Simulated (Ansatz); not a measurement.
**SiGeH2 (quintet): from Hartree-Fock to the top rungs, cc-pVDZ**

How much of the correlation energy of SiGeH2 (quintet) does each wave-function method recover here?

Computed with Ansatz 0.2.0, Gaussian basis. Level: cc-pVDZ, core rule «outside noble gas», up to 19 orbitals frozen.

The runs, in order: UHF; CCSD(T) on ROHF; CCSD(T) on UHF; BCCD(T) on ROHF; CISD; CCSDT(Q) on ROHF; CCSDT(Q) on UHF; CASSCF and MRCISD+Q, 10 electrons in 10 orbitals; CASSCF and NEVPT2, 10 electrons in 10 orbitals.

23 further runs of the same task are left out: 7 that didn't finish, 16 set aside as unsound or not needed.

## (1) The system

The geometry is a PBE0/def2-TZVP stationary point (not a proven minimum) of the parent state, kept for this charge and spin. No spin-orbit coupling is included. The filled d shell of Ge may be among the frozen orbitals whatever the setting's name suggests; the logs give the count.

4 atoms, charge 0, spin multiplicity 5.

Atoms are counted from 1 here; the program's logs count them from 0.

Bond lengths: Si1–Ge2 2.328 Å, Ge2–H3 1.551 Å, Ge2–H4 1.551 Å. Angles: Si1–Ge2–H3 127.4°, Si1–Ge2–H4 127.4°, H3–Ge2–H4 105.3°.

Geometry (Å):

```xyz
4
GeH2Si
Si    0.00000    0.00000    1.71038
Ge    0.00000    0.00000   -0.61803
H     0.00000    1.23300   -1.55913
H     0.00000   -1.23300   -1.55913
```

In the tables R marks a restricted open-shell determinant and U an unrestricted one; 'valence' is the active space of 10 electrons in 10 orbitals; energies count from the table's Hartree-Fock row.

## (2) UHF

in.yaml

```yaml
crystal:
  periodic: [false, false, false]
  atoms:
    - {symbol: Si, position_ang: [0.000000, 0.000000, 1.710377]}
    - {symbol: Ge, position_ang: [0.000000, 0.000000, -0.618031]}
    - {symbol: H, position_ang: [0.000000, 1.233005, -1.559134]}
    - {symbol: H, position_ang: [0.000000, -1.233005, -1.559134]}
basis:
  gaussian: {orbitals: cc-pVDZ}
magnetization: {spin_polarized: true, initial_magnetization: 4}
hamiltonian: {xc: hf}
output: {orbitals: {seedname: orbitals}}
```

Started as:

```bash
ansatz run in.yaml --threads 1 --pin off --events-out ev --progress --plain --max-ram 2393MiB
```

Log:

```text
Functional definition: HF
  name "HF"
  cite "Fock, Z. Phys. 61, 126 (1930) doi:10.1007/BF01340294"
  parent pbe
  exchange = exact_x
  correlation = 0
598 factors; integrals over basis functions are off by at most 1.2e-3 eV
mean field evaluation 1: about -64361.5434 eV, gradient 7.4e0 eV
mean field evaluation 2: about -64361.5641 eV, gradient 7.4e0 eV
mean field evaluation 4: about -64362.5927 eV, gradient 1.5e0 eV
mean field evaluation 8: about -64362.7271 eV, gradient 1.7e-1 eV
mean field -64362.72836762 eV, -2365.2866408859 hartree, gradient 1.5e-5 eV, S^2 6.014702; 0 other end points of the search recorded, 0 dependent functions left out
reference -64362.72836762 eV, -2365.2866408859 hartree; 26, 22 occupied and 29, 33 virtual orbitals, 598 factors
Total energy: -64362.72836762 eV, -2365.2866408859 hartree
```

Run time: 0.9 s. Hardware: 1 thread of Arm Neoverse V1, shared host.

From the report: ⟨S²⟩ of the determinant 6.015 (pure quintet: 6.00).

## (3) CCSD(T) on ROHF

Edit in.yaml of step 2 so:

```diff
@@ -9,4 +9,3 @@
   gaussian: {orbitals: cc-pVDZ}
-magnetization: {spin_polarized: true, initial_magnetization: 4}
-hamiltonian: {xc: hf}
-output: {orbitals: {seedname: orbitals}}
+magnetization: {spin_polarized: false, initial_magnetization: 4}
+correlation: {method: ccsd_t, electrons: outside_noble_gas}
```

Launched as before.

Log (excerpt; [...] marks lines left out):

```text
Functional definition: HF
  name "HF"
  cite "Fock, Z. Phys. 61, 126 (1930) doi:10.1007/BF01340294"
  parent pbe
[...]
598 factors; integrals over basis functions are off by at most 1.2e-3 eV
[...]
mean field -64362.61016964 eV, -2365.2822971902 hartree, gradient 2.5e-6 eV, S^2 6.000000; 1 other end points of the search recorded, 0 dependent functions left out
[...]
determinant -64362.61016964 eV, -2365.2822971902 hartree, with singles and doubles -64367.04018383 eV, -2365.4450972090 hartree
determinant -64359.80039099 eV, -2365.1790397292 hartree, with singles and doubles -64364.56365568 eV, -2365.3540864779 hartree
19 core orbitals not correlated: weight in the atoms' cores, before any rotation towards them, 0.999 or more for the frozen orbitals, at most 0.000 for the correlated occupied ones
reference -64362.61016964 eV, -2365.2822971902 hartree; 7, 3 occupied and 29, 33 virtual orbitals, 598 factors
second order -3.43528368 eV of doubles, -0.06553272 eV of singles
cycle   1  -4.43011989 eV  change   -1.1e-4 eV  update   7.8e-4
[...]
cycle   7  -4.43027554 eV  change   -5.1e-6 eV  update   4.0e-6
perturbative correction -0.12935596 eV, -0.0047537439 hartree
Total energy: -64367.16980114 eV, -2365.4498605571 hartree
```

It took 2.6 s on 1 thread of Arm Neoverse V1, shared host.

From the report: correlation -4.5596 eV; T1 0.030; largest double amplitude 0.06.

## (4) CCSD(T) on UHF

Edit in.yaml of step 3 so:

```diff
@@ -9,3 +9,3 @@
   gaussian: {orbitals: cc-pVDZ}
-magnetization: {spin_polarized: false, initial_magnetization: 4}
+magnetization: {spin_polarized: true, initial_magnetization: 4}
 correlation: {method: ccsd_t, electrons: outside_noble_gas}
```

The command is unchanged.

Log (excerpt; [...] marks lines left out):

```text
Functional definition: HF
  name "HF"
  cite "Fock, Z. Phys. 61, 126 (1930) doi:10.1007/BF01340294"
  parent pbe
[...]
598 factors; integrals over basis functions are off by at most 1.2e-3 eV
[...]
mean field -64362.72836762 eV, -2365.2866408859 hartree, gradient 2.5e-6 eV, S^2 6.014702; 1 other end points of the search recorded, 0 dependent functions left out
determinant -64362.72836762 eV, -2365.2866408859 hartree, with singles and doubles -64367.04761601 eV, -2365.4453703366 hartree
determinant -64359.88928637 eV, -2365.1823065743 hartree, with singles and doubles -64364.56891050 eV, -2365.3542795893 hartree
19 core orbitals not correlated: weight in the atoms' cores, before any rotation towards them, 0.999 or more for the frozen orbitals, at most 0.000 for the correlated occupied ones
reference -64362.72836762 eV, -2365.2866408859 hartree; 7, 3 occupied and 29, 33 virtual orbitals, 598 factors
second order -3.37029438 eV of doubles, -0.00000000 eV of singles
cycle   1  -4.31938712 eV  change   -1.4e-4 eV  update   9.3e-4
[...]
cycle   7  -4.31969424 eV  change   -6.4e-6 eV  update   4.2e-6
perturbative correction -0.12742036 eV, -0.0046826118 hartree
Total energy: -64367.17548222 eV, -2365.4500693329 hartree
```

It took 2.8 s on 1 thread of Arm Neoverse V1, shared host.

From the report: ⟨S²⟩ of the determinant 6.015 (pure quintet: 6.00); correlation -4.4471 eV; T1 0.028; largest double amplitude 0.06.

## (5) BCCD(T) on ROHF

Edit in.yaml of step 4 so:

```diff
@@ -9,3 +9,3 @@
   gaussian: {orbitals: cc-pVDZ}
-magnetization: {spin_polarized: true, initial_magnetization: 4}
-correlation: {method: ccsd_t, electrons: outside_noble_gas}
+magnetization: {spin_polarized: false, initial_magnetization: 4}
+correlation: {method: bccd_t, electrons: outside_noble_gas}
```

The command is unchanged.

Log (excerpt; [...] marks lines left out):

```text
Functional definition: HF
  name "HF"
  cite "Fock, Z. Phys. 61, 126 (1930) doi:10.1007/BF01340294"
  parent pbe
[...]
598 factors; integrals over basis functions are off by at most 1.2e-3 eV
[...]
mean field -64362.61016964 eV, -2365.2822971902 hartree, gradient 2.5e-6 eV, S^2 6.000000; 1 other end points of the search recorded, 0 dependent functions left out
[...]
determinant -64362.61016964 eV, -2365.2822971902 hartree, with singles and doubles -64367.04018383 eV, -2365.4450972090 hartree
determinant -64359.80039099 eV, -2365.1790397292 hartree, with singles and doubles -64364.56365568 eV, -2365.3540864779 hartree
19 core orbitals not correlated: weight in the atoms' cores, before any rotation towards them, 0.999 or more for the frozen orbitals, at most 0.000 for the correlated occupied ones
reference -64362.61016964 eV, -2365.2822971902 hartree; 7, 3 occupied and 29, 33 virtual orbitals, 598 factors
second order -3.43528368 eV of doubles, -0.06553272 eV of singles
cycle   1  -4.43290127 eV  change   -2.9e-3 eV  update   9.1e-3
[...]
cycle   9  -4.42878283 eV  change   -1.2e-6 eV  update   4.5e-6
perturbative correction -0.13088525 eV, -0.0048099442 hartree
Total energy: -64367.16983772 eV, -2365.4498619013 hartree
```

Run time: 2.9 s. Hardware: 1 thread of Arm Neoverse V1, shared host.

From the report: correlation -4.5597 eV; largest double amplitude 0.06.

## (6) CISD

Edit in.yaml of step 5 so:

```diff
@@ -10,2 +10,2 @@
 magnetization: {spin_polarized: false, initial_magnetization: 4}
-correlation: {method: bccd_t, electrons: outside_noble_gas}
+correlation: {active_space: {ras: {orbitals: [3, 4, 29], electrons: 10, max_holes: 2, max_particles: 2}, fixed_orbitals: true}}
```

Same command.

Log:

```text
Functional definition: HF
  name "HF"
  cite "Fock, Z. Phys. 61, 126 (1930) doi:10.1007/BF01340294"
  parent pbe
  exchange = exact_x
  correlation = 0
598 factors; integrals over basis functions are off by at most 1.2e-3 eV
mean field evaluation 1: about -64361.3886 eV, gradient 8.9e0 eV
mean field evaluation 2: about -64361.4083 eV, gradient 8.9e0 eV
mean field evaluation 4: about -64362.5060 eV, gradient 1.5e0 eV
mean field evaluation 8: about -64362.6100 eV, gradient 1.1e-1 eV
mean field -64362.61016964 eV, -2365.2822971902 hartree, gradient 2.5e-6 eV, S^2 6.000000; 0 other end points of the search recorded, 0 dependent functions left out
reference -64362.61016964 eV, -2365.2822971902 hartree; 26, 22 occupied and 29, 33 virtual orbitals, 598 factors
state -64366.78269311 eV, -2365.4356345995 hartree
Total energy: -64366.78269311 eV, -2365.4356345995 hartree
```

Run time: 7 s. Hardware: 1 thread of Arm Neoverse V1, shared host.

From the report: 51,810 determinants.

## (7) CCSDT(Q) on ROHF

Edit in.yaml of step 6 so:

```diff
@@ -10,2 +10,2 @@
 magnetization: {spin_polarized: false, initial_magnetization: 4}
-correlation: {active_space: {ras: {orbitals: [3, 4, 29], electrons: 10, max_holes: 2, max_particles: 2}, fixed_orbitals: true}}
+correlation: {method: ccsdt_q, electrons: outside_noble_gas}
```

The command is unchanged.

Log (excerpt; [...] marks lines left out):

```text
Functional definition: HF
  name "HF"
  cite "Fock, Z. Phys. 61, 126 (1930) doi:10.1007/BF01340294"
  parent pbe
[...]
1082 factors; integrals over basis functions are off by at most 2.2e-7 eV
[...]
mean field -64362.61028751 eV, -2365.2823015220 hartree, gradient 2.0e-6 eV, S^2 6.000000; 1 other end points of the search recorded, 0 dependent functions left out
determinant -64362.61028751 eV, -2365.2823015220 hartree, with singles and doubles -64367.04029376 eV, -2365.4451012488 hartree
determinant -64359.80050262 eV, -2365.1790438315 hartree, with singles and doubles -64364.56376401 eV, -2365.3540904592 hartree
19 core orbitals not correlated: weight in the atoms' cores, before any rotation towards them, 0.999 or more for the frozen orbitals, at most 0.000 for the correlated occupied ones
reference -64362.61028751 eV, -2365.2823015220 hartree; 7, 3 occupied and 29, 33 virtual orbitals, 1082 factors
second order -3.43529786 eV of doubles, -0.06553228 eV of singles
cycle   1  -4.14249626 eV  change   -6.4e-1 eV  update   7.7e-2
[...]
cycle  17  -4.59213786 eV  change    3.4e-7 eV  update   3.5e-7
perturbative correction -0.00651129 eV, -0.0002392855 hartree
Total energy: -64367.20893666 eV, -2365.4512987611 hartree
```

Run time: 17 s. Hardware: 1 thread of Arm Neoverse V1, shared host; peak memory 0.29 GiB.

From the report: correlation -4.5986 eV; T1 0.032; largest double amplitude 0.07.

## (8) CCSDT(Q) on UHF

Edit in.yaml of step 7 so:

```diff
@@ -9,3 +9,3 @@
   gaussian: {orbitals: cc-pVDZ}
-magnetization: {spin_polarized: false, initial_magnetization: 4}
+magnetization: {spin_polarized: true, initial_magnetization: 4}
 correlation: {method: ccsdt_q, electrons: outside_noble_gas}
```

Launched as before.

Log (excerpt; [...] marks lines left out):

```text
Functional definition: HF
  name "HF"
  cite "Fock, Z. Phys. 61, 126 (1930) doi:10.1007/BF01340294"
  parent pbe
[...]
1082 factors; integrals over basis functions are off by at most 2.2e-7 eV
[...]
mean field -64362.72848491 eV, -2365.2866451963 hartree, gradient 2.3e-6 eV, S^2 6.014702; 1 other end points of the search recorded, 0 dependent functions left out
determinant -64362.72848491 eV, -2365.2866451963 hartree, with singles and doubles -64367.04772629 eV, -2365.4453743891 hartree
determinant -64359.88939817 eV, -2365.1823106830 hartree, with singles and doubles -64364.56902327 eV, -2365.3542837334 hartree
19 core orbitals not correlated: weight in the atoms' cores, before any rotation towards them, 0.999 or more for the frozen orbitals, at most 0.000 for the correlated occupied ones
reference -64362.72848491 eV, -2365.2866451963 hartree; 7, 3 occupied and 29, 33 virtual orbitals, 1082 factors
second order -3.37030934 eV of doubles, -0.00000000 eV of singles
cycle   1  -4.01276917 eV  change   -6.4e-1 eV  update   7.8e-2
[...]
cycle  17  -4.48025275 eV  change    3.3e-7 eV  update   4.0e-7
perturbative correction -0.00653377 eV, -0.0002401118 hartree
Total energy: -64367.21527144 eV, -2365.4515315598 hartree
```

Wall time 16 s (1 thread of Arm Neoverse V1, shared host).

From the report: ⟨S²⟩ of the determinant 6.015 (pure quintet: 6.00); correlation -4.4868 eV; T1 0.030; largest double amplitude 0.07.

## (9) CASSCF and MRCISD+Q, 10 electrons in 10 orbitals

Edit in.yaml of step 8 so:

```diff
@@ -9,3 +9,3 @@
   gaussian: {orbitals: cc-pVDZ}
-magnetization: {spin_polarized: true, initial_magnetization: 4}
-correlation: {method: ccsdt_q, electrons: outside_noble_gas}
+magnetization: {spin_polarized: false, initial_magnetization: 4}
+correlation: {method: fic_mrcisd_q, electrons: outside_noble_gas, active_space: {window: {electrons: 10, orbitals: 10}, shells: [{species: Ge, l: s, shell: 4}, {species: Ge, l: p, shell: 4}, {species: H, l: s, shell: 1}, {species: Si, l: s, shell: 3}, {species: Si, l: p, shell: 3}]}}
```

The command is unchanged.

Log (excerpt; [...] marks lines left out):

```text
Functional definition: HF
  name "HF"
  cite "Fock, Z. Phys. 61, 126 (1930) doi:10.1007/BF01340294"
  parent pbe
[...]
1082 factors; integrals over basis functions are off by at most 2.2e-7 eV
[...]
mean field -64362.61028751 eV, -2365.2823015220 hartree, gradient 2.0e-6 eV, S^2 6.000000; 0 other end points of the search recorded, 0 dependent functions left out
reference -64362.61028751 eV, -2365.2823015220 hartree; 26, 22 occupied and 29, 33 virtual orbitals, 1082 factors
state -64363.94907469 eV, -2365.3315010431 hartree
contracted CI cycle   1: correlation 0.00000000 eV, 0.0000000000 hartree, residual 1.18e1 eV
contracted CI cycle   2: correlation -2.88627438 eV, -0.1060686272 hartree, residual 2.36e0 eV
contracted CI cycle   3: correlation -2.99694572 eV, -0.1101357237 hartree, residual 4.76e-1 eV
contracted CI cycle   4: correlation -3.00142591 eV, -0.1103003676 hartree, residual 1.15e-1 eV
contracted CI cycle   5: correlation -3.00166838 eV, -0.1103092785 hartree, residual 2.76e-2 eV
contracted CI cycle   6: correlation -3.00168246 eV, -0.1103097957 hartree, residual 6.74e-3 eV
contracted CI cycle   7: correlation -3.00168329 eV, -0.1103098263 hartree, residual 1.69e-3 eV
contracted CI cycle   8: correlation -3.00168335 eV, -0.1103098284 hartree, residual 4.74e-4 eV
state -64363.94907469 eV, -2365.3315010431 hartree; corrected -64367.17236047 eV, -2365.4499546107 hartree
Total energy: -64367.17236047 eV, -2365.4499546107 hartree
Checks for a lower state left out: starts, orbital_swaps
```

Wall time 9 s (1 thread of Arm Neoverse V1, shared host); peak memory 0.56 GiB.

From the report: 3,632 determinants; active occupations 1.98, 1.97, 1.96, 1.00, 1.00, 1.00, 1.00, 0.04, 0.03, 0.02.

## (10) CASSCF and NEVPT2, 10 electrons in 10 orbitals

in.yaml

```yaml
crystal:
  periodic: [false, false, false]
  atoms:
    - {symbol: Si, position_ang: [0.000000, 0.000000, 1.710377]}
    - {symbol: Ge, position_ang: [0.000000, 0.000000, -0.618031]}
    - {symbol: H, position_ang: [0.000000, 1.233005, -1.559134]}
    - {symbol: H, position_ang: [0.000000, -1.233005, -1.559134]}
basis:
  gaussian: {orbitals: cc-pVDZ}
magnetization: {spin_polarized: false, initial_magnetization: 4}
correlation: {method: sc_nevpt2, electrons: outside_noble_gas, active_space: {window: {electrons: 10, orbitals: 10}, shells: [{species: Ge, l: s, shell: 4}, {species: Ge, l: p, shell: 4}, {species: H, l: s, shell: 1}, {species: Si, l: s, shell: 3}, {species: Si, l: p, shell: 3}]}}
```

Launched as before.

Log:

```text
Functional definition: HF
  name "HF"
  cite "Fock, Z. Phys. 61, 126 (1930) doi:10.1007/BF01340294"
  parent pbe
  exchange = exact_x
  correlation = 0
1082 factors; integrals over basis functions are off by at most 2.2e-7 eV
mean field evaluation 1: about -64361.3855 eV, gradient 8.9e0 eV
mean field evaluation 2: about -64361.4084 eV, gradient 8.9e0 eV
mean field evaluation 4: about -64362.5018 eV, gradient 1.5e0 eV
mean field evaluation 8: about -64362.6098 eV, gradient 1.2e-1 eV
mean field evaluation 16: about -64362.6103 eV, gradient 2.0e-6 eV
mean field -64362.61028751 eV, -2365.2823015220 hartree, gradient 2.0e-6 eV, S^2 6.000000; 0 other end points of the search recorded, 0 dependent functions left out
reference -64362.61028751 eV, -2365.2823015220 hartree; 26, 22 occupied and 29, 33 virtual orbitals, 1082 factors
state -64363.94907469 eV, -2365.3315010431 hartree
state -64363.94907469 eV, -2365.3315010431 hartree; corrected -64366.31418244 eV, -2365.4184171499 hartree
Total energy: -64366.31418244 eV, -2365.4184171499 hartree
Checks for a lower state left out: starts, orbital_swaps
```

Wall time 6 s (1 thread of Arm Neoverse V1, shared host).

From the report: 3,632 determinants; active occupations 1.98, 1.97, 1.96, 1.00, 1.00, 1.00, 1.00, 0.04, 0.03, 0.02.

## (11) Natural occupations

Natural occupations of the CASSCF valence state about the gap (report; correlated orbitals 1 to 10): 1.979, 1.972, 1.963, 1.003, 1.002, 1.000, 0.998, 0.043, 0.026, 0.016. The count of effectively unpaired electrons, Σ n²(2 − n)², is 4.02; a single determinant of this spin has 4.

## (12) The ladder

The yardstick is UCCSDT(Q), where the cluster series has nearly closed. Rows without a time come out of other runs: HF, MP2 and CCSD of CCSD(T), CCSDT of CCSDT(Q), CASSCF and MRCISD of the multireference runs.

```csv
method,energy from the lowest RHF (meV),from UCCSDT(Q) (meV),time
RHF,0.0,+4605.1,
UHF,-118.2,+4486.9,
RMP2,-3500.8,+1104.3,
UMP2,-3488.5,+1116.6,
CISD,-4172.5,+432.6,7 s
RCCSD,-4430.3,+174.8,
UCCSD,-4437.9,+167.2,
RCCSD(T),-4559.6,+45.5,2.6 s
UCCSD(T),-4565.3,+39.8,2.8 s
BCCD(T),-4559.7,+45.4,2.9 s
RCCSDT,-4592.3,+12.8,
UCCSDT,-4598.6,+6.5,
RCCSDT(Q),-4598.8,+6.3,17 s
UCCSDT(Q),-4605.1,0,16 s
CASSCF valence,-1338.9,+3266.2,
NEVPT2 valence,-3704.0,+901.1,6 s
MRCISD valence,-4340.6,+264.5,
MRCISD+Q valence,-4562.2,+42.9,9 s
```

Among the levels timed on like hardware and quicker than the yardstick, those that no quicker one beats, quickest first: RCCSD(T) (2.6 s, +45.5 meV); UCCSD(T) (2.8 s, +39.8 meV).

## (13) Summary of results

| quantity | value |
| --- | --- |
| UCCSDT(Q) below the RHF energy | -4.6051 eV |
| RMP2 from UCCSDT(Q) | +1104.3 meV |
| UMP2 from UCCSDT(Q) | +1116.6 meV |
| RCCSD from UCCSDT(Q) | +174.8 meV |
| RCCSD(T) from UCCSDT(Q) | +45.5 meV |
| UCCSD(T) from UCCSDT(Q) | +39.8 meV |
| RCCSDT(Q) from UCCSDT(Q) | +6.3 meV |
| NEVPT2 valence from UCCSDT(Q) | +901.1 meV |
| MRCISD+Q valence from UCCSDT(Q) | +42.9 meV |
| levels within 1 kcal/mol (43 meV) | UCCSD(T), RCCSDT, UCCSDT, RCCSDT(Q), MRCISD+Q valence |
| T1 diagnostic | 0.030 |
| effectively unpaired electrons | 4.02 |

RCCSD(T) misses by +45.5 meV, 1.0 % of the correlation energy. One determinant dominates. Of the multireference levels listed MRCISD+Q valence comes nearest in total energy (+42.9 meV), which doesn't show that its space is the better one. These misses are within one basis, not against nature; the frozen cores of restricted and unrestricted runs differ, which can shift their rows.

UCCSD(T) reaches 39.8 meV from the reference in 2.8 s, where UCCSDT(Q) took 16 s; the quickest level in the cost chart, RCCSD(T), takes 2.6 s and misses by 45.5 meV.
